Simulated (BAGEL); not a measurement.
# CH4GaNO (SMILES [H]/N=[C](/O)[GaH2]) at HF/3-21G (density fitting with qzvpp-jkfit)

Aim: the vertical singlet–triplet gap of CH4GaNO at HF/3-21G (density fitting with qzvpp-jkfit), from 2 runs. 

Program for the calculation: BAGEL 1.2.2.

6 further runs of the same task are left out: 5 that didn't finish, 1 set aside as unsound or not needed. Runs told in other sessions of the task aren't counted.

## (1) Starting point

CH4GaNO: 8 atoms, total charge 0, spin state singlet. As SMILES, `[H]/N=[C](/O)[GaH2]`. The shape comes from GFN2-xTB, which is rough for such elements, and wasn't checked as a minimum. This is one conformer, not always the lowest.

Bond lengths: N1–C2 1.258 Å, C2–O3 1.352 Å, C2–Ga4 2.040 Å, N1–H5 1.016 Å, O3–H6 0.973 Å, Ga4–H7 1.606 Å, Ga4–H8 1.575 Å. Angles: N1–C2–O3 119.4°, N1–C2–Ga4 147.6°, O3–C2–Ga4 93.1°, C2–N1–H5 115.6°, C2–O3–H6 111.3°, C2–Ga4–H7 125.4°, C2–Ga4–H8 114.1°, H7–Ga4–H8 120.4°.

## (2) A single-point energy at HF/3-21G (density fitting with qzvpp-jkfit)

The input, hf.json:

```json
{ "bagel" : [

{
  "title" : "molecule",
  "basis" : "3-21g",
  "df_basis" : "qzvpp-jkfit",
  "angstrom" : true,
  "geometry" : [
    { "atom" : "N", "xyz" : [       0.267210,       1.698430,      -0.571890 ] },
    { "atom" : "C", "xyz" : [       0.149730,       0.564910,      -0.039070 ] },
    { "atom" : "O", "xyz" : [       0.617220,       0.369800,       1.214860 ] },
    { "atom" : "Ga", "xyz" : [      -0.497370,      -1.361220,      -0.215180 ] },
    { "atom" : "H", "xyz" : [      -0.102920,       1.781740,      -1.514050 ] },
    { "atom" : "H", "xyz" : [       1.012080,       1.182710,       1.574450 ] },
    { "atom" : "H", "xyz" : [      -1.212300,      -1.988570,      -1.508820 ] },
    { "atom" : "H", "xyz" : [      -0.233640,      -2.247790,       1.059690 ] }
  ]
},

{ "title" : "hf" },

{ "title" : "print", "file" : "orbitals.molden", "orbitals" : true }

]}
```

Launch:

```console
$ BAGEL_NUM_THREADS=1 BAGEL hf.json > hf.out
```

Standard output:

```text
* using 1 threads per process

  ===============================================================
  ===============================================================

  *** Geometry ***

  { "atom" : "N", "xyz" : [      0.504954,      3.209568,     -1.080715 ] },
  { "atom" : "C", "xyz" : [      0.282949,      1.067525,     -0.073832 ] },
  { "atom" : "O", "xyz" : [      1.166377,      0.698821,      2.295753 ] },
  { "atom" : "Ga", "xyz" : [     -0.939893,     -2.572333,     -0.406631 ] },
  { "atom" : "H", "xyz" : [     -0.194491,      3.367001,     -2.861140 ] },
  { "atom" : "H", "xyz" : [      1.912554,      2.234998,      2.975279 ] },
  { "atom" : "H", "xyz" : [     -2.290915,     -3.757853,     -2.851257 ] },
  { "atom" : "H", "xyz" : [     -0.441516,     -4.247707,      2.002524 ] },

  Number of auxiliary basis functions:      567

  Since a DF basis is specified, we compute 2- and 3-index integrals:
    o Being stored without compression. Storage requirement is 0.015 GB

  Number of basis functions:       57
  Number of electrons      :       56

    * METHOD: MOLECULE                             0.27

  *** RHF ***

  === Nuclear Repulsion ===
   237.9991770497

      * DIIS with orbital gradients will be used.

  === RHF iteration (3-21g) ===
      0      -2082.21458299          0.02202466           0.06
      1      -2082.31354650          0.01249536           0.06
      2      -2082.34691347          0.00173595           0.06
      3      -2082.34862578          0.00091949           0.06
      4      -2082.34892473          0.00025797           0.06
      5      -2082.34899642          0.00013081           0.06
      6      -2082.34900870          0.00005078           0.06
      7      -2082.34901133          0.00001111           0.06
      8      -2082.34901138          0.00000479           0.06
      9      -2082.34901139          0.00000188           0.06
     10      -2082.34901139          0.00000072           0.06
     11      -2082.34901139          0.00000018           0.06
     12      -2082.34901139          0.00000008           0.06
     13      -2082.34901139          0.00000003           0.06
     14      -2082.34901139          0.00000001           0.06
    * SCF iteration converged.

    * Permanent dipole moment:
           (    0.197750,     0.188182,     0.326379) a.u.

    * METHOD: HF                                   1.09

    * METHOD: PRINT                                0.01

  ===============================================================
```

Run time: 1.5 s. Hardware: 1 thread of Arm Neoverse V1, shared host.

## (3) The triplet, same level

The input, input.json:

```json
{ "bagel" : [

{
  "title" : "molecule",
  "basis" : "3-21g",
  "df_basis" : "qzvpp-jkfit",
  "angstrom" : true,
  "geometry" : [
    { "atom" : "N", "xyz" : [    0.267210,    1.698430,   -0.571890 ] },
    { "atom" : "C", "xyz" : [    0.149730,    0.564910,   -0.039070 ] },
    { "atom" : "O", "xyz" : [    0.617220,    0.369800,    1.214860 ] },
    { "atom" : "Ga", "xyz" : [   -0.497370,   -1.361220,   -0.215180 ] },
    { "atom" : "H", "xyz" : [   -0.102920,    1.781740,   -1.514050 ] },
    { "atom" : "H", "xyz" : [    1.012080,    1.182710,    1.574450 ] },
    { "atom" : "H", "xyz" : [   -1.212300,   -1.988570,   -1.508820 ] },
    { "atom" : "H", "xyz" : [   -0.233640,   -2.247790,    1.059690 ] }
  ]
},
{
  "title" : "uhf",
  "nopen" : 2
},
{
  "title" : "print",
  "file" : "orbitals.molden",
  "orbitals" : true
}

]}
```

Launch:

```console
$ BAGEL_NUM_THREADS=1 BAGEL input.json > input.out
```

Standard output:

```text
* using 1 threads per process

  ===============================================================
  ===============================================================

  *** Geometry ***

  { "atom" : "N", "xyz" : [      0.504954,      3.209568,     -1.080715 ] },
  { "atom" : "C", "xyz" : [      0.282949,      1.067525,     -0.073832 ] },
  { "atom" : "O", "xyz" : [      1.166377,      0.698821,      2.295753 ] },
  { "atom" : "Ga", "xyz" : [     -0.939893,     -2.572333,     -0.406631 ] },
  { "atom" : "H", "xyz" : [     -0.194491,      3.367001,     -2.861140 ] },
  { "atom" : "H", "xyz" : [      1.912554,      2.234998,      2.975279 ] },
  { "atom" : "H", "xyz" : [     -2.290915,     -3.757853,     -2.851257 ] },
  { "atom" : "H", "xyz" : [     -0.441516,     -4.247707,      2.002524 ] },

  Number of auxiliary basis functions:      567

  Since a DF basis is specified, we compute 2- and 3-index integrals:
    o Being stored without compression. Storage requirement is 0.015 GB

  Number of basis functions:       57
  Number of electrons      :       56

    * METHOD: MOLECULE                             0.27

  *** Open-shell HF ***

  === Nuclear Repulsion ===
   237.9991770497

      * DIIS with orbital gradients will be used.

  === UHF iteration (3-21g) ===
      0      -2082.07504012          0.03914495           0.13
      1      -2082.16555692          0.02512304           0.12
      2      -2082.19026054          0.01669548           0.12
      3      -2082.20900024          0.00309699           0.12
      4      -2082.21195917          0.00230430           0.12
      5      -2082.21588089          0.00181591           0.12
      6      -2082.21998885          0.00079888           0.12
      7      -2082.22013799          0.00040250           0.12
      8      -2082.22028391          0.00024997           0.12
      9      -2082.22033620          0.00013674           0.12
     10      -2082.22036753          0.00011416           0.12
     11      -2082.22038817          0.00006600           0.12
     12      -2082.22039571          0.00003621           0.12
     13      -2082.22039775          0.00002325           0.12
     14      -2082.22039859          0.00000914           0.12
     15      -2082.22039865          0.00000547           0.12
     16      -2082.22039869          0.00000294           0.12
     17      -2082.22039870          0.00000166           0.12
     18      -2082.22039871          0.00000077           0.12
     19      -2082.22039871          0.00000040           0.12
     20      -2082.22039871          0.00000035           0.12
     21      -2082.22039871          0.00000032           0.12
     22      -2082.22039871          0.00000029           0.12
     23      -2082.22039871          0.00000026           0.12
     24      -2082.22039871          0.00000024           0.12
     25      -2082.22039871          0.00000020           0.12
     26      -2082.22039871          0.00000012           0.12
     27      -2082.22039871          0.00000007           0.12
     28      -2082.22039871          0.00000004           0.12
     29      -2082.22039871          0.00000002           0.12
     30      -2082.22039871          0.00000001           0.12
     31      -2082.22039871          0.00000001           0.12
    * SCF iteration converged.

    * S^2 (UHF) is 2.0250

    * Permanent dipole moment:
           (   -0.538509,    -2.209670,     0.290012) a.u.

    * METHOD: UHF                                  4.10

    * METHOD: PRINT                                0.01

  ===============================================================
```

It took 4.5 s on 1 thread of Arm Neoverse V1, shared host.

## (4) Outcome

Level: HF/3-21G (density fitting with qzvpp-jkfit).

| quantity | value |
| --- | --- |
| singlet: total energy | -2082.34901 Eh |
| singlet: dipole moment | 1.08 D |
| singlet: HOMO energy | -10.10 eV |
| singlet: LUMO energy | 0.80 eV |
| singlet: HOMO–LUMO gap | 10.90 eV |
| triplet: total energy | -2082.22040 Eh |
| triplet: dipole moment | 5.83 D |
| triplet: ⟨S²⟩ | 2.025 |
| vertical energy of the triplet above the singlet | 3.500 eV |

At this shape the triplet lies 3.50 eV (81 kcal/mol) above the singlet.
